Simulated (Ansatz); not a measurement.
# ClGaH2: the cost of one run

Program: Ansatz 0.2.0. Level of theory: RKS B3LYP-D4/def2-SVPD. These are calculated values, not measurements.

## (1) Starting point

Bond lengths: Ga1–Cl2 2.240 Å, Ga1–H3 1.570 Å, Ga1–H4 1.570 Å. Angles: Cl2–Ga1–H3 120.0°, Cl2–Ga1–H4 120.0°, H3–Ga1–H4 120.0°.

As a file:

```xyz
4

Ga    0.0000    0.0000    0.0000
Cl    0.0000    0.0000    2.2400
H     1.3596    0.0000   -0.7850
H    -1.3596    0.0000   -0.7850
```

## (2) Relaxing the start

Contents of input.yaml:

```yaml
crystal:
  periodic: [false, false, false]
  atoms:
    - { symbol: Ga, position_ang: [0.0, 0.0, 0.0] }
    - { symbol: Cl, position_ang: [0.0, 0.0, 2.24] }
    - { symbol: H, position_ang: [1.3596, 0.0, -0.785] }
    - { symbol: H, position_ang: [-1.3596, 0.0, -0.785] }
basis:
  gaussian: { orbitals: def2-SVPD }
hamiltonian:
  xc: b3lyp
  dispersion: d4
relax:
  f_tol: 0.02
  max_steps: 40
```

On the command line:

```sh
$ ansatz run input.yaml --threads 1 --pin off --max-ram 2048MiB --backend cpu --events-out ev --progress --plain --runs-dir out
```

What time and memory should one allow on 1 thread of Intel Xeon 6975P-C (Granite Rapids), shared host?

About 7 s, with a peak of 0.17 GiB.
